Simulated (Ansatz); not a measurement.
Write a Python script for the Ansatz DFT code, driven from Python that makes a single point from a YAML input of Rb₂AlAuBr₆, space group Fm-3m. Level of theory: PBE, PAW, cutoff 420 eV, 4×4×4 k-points, Fermi-Dirac smearing of 0.15 eV.

The script reads `rb2alaubr6.yaml`:
```yaml
crystal:
  lattice:
    - [0.0, 5.411482, 5.411482]
    - [5.411482, 0.0, 5.411482]
    - [5.411482, 5.411482, 0.0]
  atoms:
    - { symbol: Rb, position: [0.75, 0.75, 0.75] }
    - { symbol: Rb, position: [0.25, 0.25, 0.25] }
    - { symbol: Al, position: [0.0, 0.0, 0.0] }
    - { symbol: Au, position: [0.5, 0.5, 0.5] }
    - { symbol: Br, position: [0.764005, 0.235995, 0.235995] }
    - { symbol: Br, position: [0.235995, 0.235995, 0.764005] }
    - { symbol: Br, position: [0.235995, 0.764005, 0.764005] }
    - { symbol: Br, position: [0.235995, 0.764005, 0.235995] }
    - { symbol: Br, position: [0.764005, 0.235995, 0.764005] }
    - { symbol: Br, position: [0.764005, 0.764005, 0.235995] }
kpoints:
  mp_grid: { grid: [4, 4, 4] }
hamiltonian:
  xc: pbe
scf:
  occupations: { method: fermi_dirac, width: 0.15 }
basis:
  ecutwfc: 420
output:
  stress: true
  eigenvalues: true
```

`yaml_run.py`
```python
"""Rb2AlAuBr6 from YAML text."""

import warnings

import ansatz as az
import numpy as np

warnings.simplefilter("ignore", az.DeckWarning)

out = az.Session.from_deck("rb2alaubr6.yaml").plan(threads=1).execute()
summary = out.report

print("%-22s %14.5f eV" % ("F = E - TS", summary["free_energy_ev"]))
print("%-22s %14.5f eV" % ("E", summary["internal_energy_ev"]))
print("%-22s %14.5f eV" % ("Harris-Foulkes", summary["harris_foulkes_ev"]))
print("%-22s %14.5f eV" % ("Fermi level", summary["fermi_energy_ev"]))

edges = summary.get("band_edges_ev")
if edges:
    print(f"band edges on the mesh: {edges[0]:.3f} and {edges[1]:.3f} eV, gap {edges[1] - edges[0]:.3f} eV")
else:
    print("no band edges reported (a metal, or a gap too narrow for this smearing); Fermi level", round(summary["fermi_energy_ev"], 3), "eV")

# the stress is positive in compression
stress = np.array(summary["stress_gpa"])
print(f"pressure {np.trace(stress) / 3:.3f} GPa")
print("stress tensor, GPa, positive in compression")
print(np.round(stress, 3) + 0.0)

print("band  energy (eV)  occupation (first spin channel), at k =", summary["kpoints_frac"][0])
for band, (e, occ) in enumerate(zip(summary["eigenvalues_ev"][0], summary["occupations"][0]), start=1):
    print(f"{band:4d} {e:12.4f} {occ:9.4f}")

terms = summary["components"]
print({name: round(terms[name], 3) for name in ("e_kinetic", "e_hartree", "e_xc", "e_local", "e_nonlocal")})
```

```console
$ python yaml_run.py
F = E - TS               -36931.55277 eV
E                        -36931.49916 eV
Harris-Foulkes           -36931.55277 eV
Fermi level                   4.07836 eV
no band edges reported (a metal, or a gap too narrow for this smearing); Fermi level 4.078 eV
pressure -0.030 GPa
stress tensor, GPa, positive in compression
[[-0.03  0.    0.  ]
 [ 0.   -0.03  0.  ]
 [ 0.    0.   -0.03]]
band  energy (eV)  occupation (first spin channel), at k = [0.0, 0.0, 0.0]
   1     -99.6442    2.0000
   2     -51.1635    2.0000
   3     -51.1635    2.0000
   4     -51.1635    2.0000
   5     -22.0455    2.0000
   6     -22.0438    2.0000
   7     -10.7880    2.0000
   8     -10.2014    2.0000
   9     -10.2014    2.0000
  10     -10.2014    2.0000
  11      -9.9784    2.0000
  12      -9.9784    2.0000
  13      -6.1558    2.0000
  14      -6.1558    2.0000
  15      -6.1558    2.0000
  16      -6.1283    2.0000
  17      -6.1283    2.0000
  18      -6.1283    2.0000
  19      -2.5211    2.0000
  20      -0.1031    2.0000
  21      -0.1031    2.0000
  22      -0.1031    2.0000
  23       0.3467    2.0000
  24       0.3467    2.0000
  25       0.6199    2.0000
  26       0.6199    2.0000
  27       0.6199    2.0000
  28       2.0618    2.0000
  29       2.0618    2.0000
  30       2.0618    2.0000
  31       2.3038    2.0000
  32       2.3038    2.0000
  33       2.3038    2.0000
  34       2.5704    1.9999
  35       2.5704    1.9999
  36       2.5704    1.9999
  37       3.0719    1.9976
  38       3.0719    1.9976
  39       3.0719    1.9976
  40       3.4254    1.9746
  41       3.7118    1.8402
  42       3.7118    1.8402
  43       7.6408    0.0000
  44       8.2605    0.0000
  45       8.2605    0.0000
  46       8.2605    0.0000
  47       8.8344    0.0000
  48       9.1515    0.0000
  49       9.1515    0.0000
  50       9.8931    0.0000
  51       9.9956    0.0000
  52       9.9956    0.0000
  53       9.9956    0.0000
{'e_kinetic': 1814.109, 'e_hartree': 2271.792, 'e_xc': -2114.151, 'e_local': -6225.522, 'e_nonlocal': 854.454}
```

Caveats:
- Total energies depend on the potentials; only differences at equal settings carry meaning. A total without «per atom» is that of the cell as typed.
- The energy terms are those on the plane-wave grid, with the one-centre PAW part apart; the terms shown are only some of the summands, so they needn't add up to F.
- The computed bands are complete only to about 5.9 eV above the Fermi level.
- An absolute Fermi energy rests on an arbitrary zero of the periodic potential and has no direct meaning.
- The structure comes from a database of computed cells and needn't be a stable or known phase.
- Levels are Kohn-Sham eigenvalues on this mesh, without spin-orbit coupling.
- Run time: 8.9 s on 1 thread of Arm Neoverse V2 (shared host), peak memory 0.59 GiB.

(Lines on the test bed's own set-up are left out of the output.)
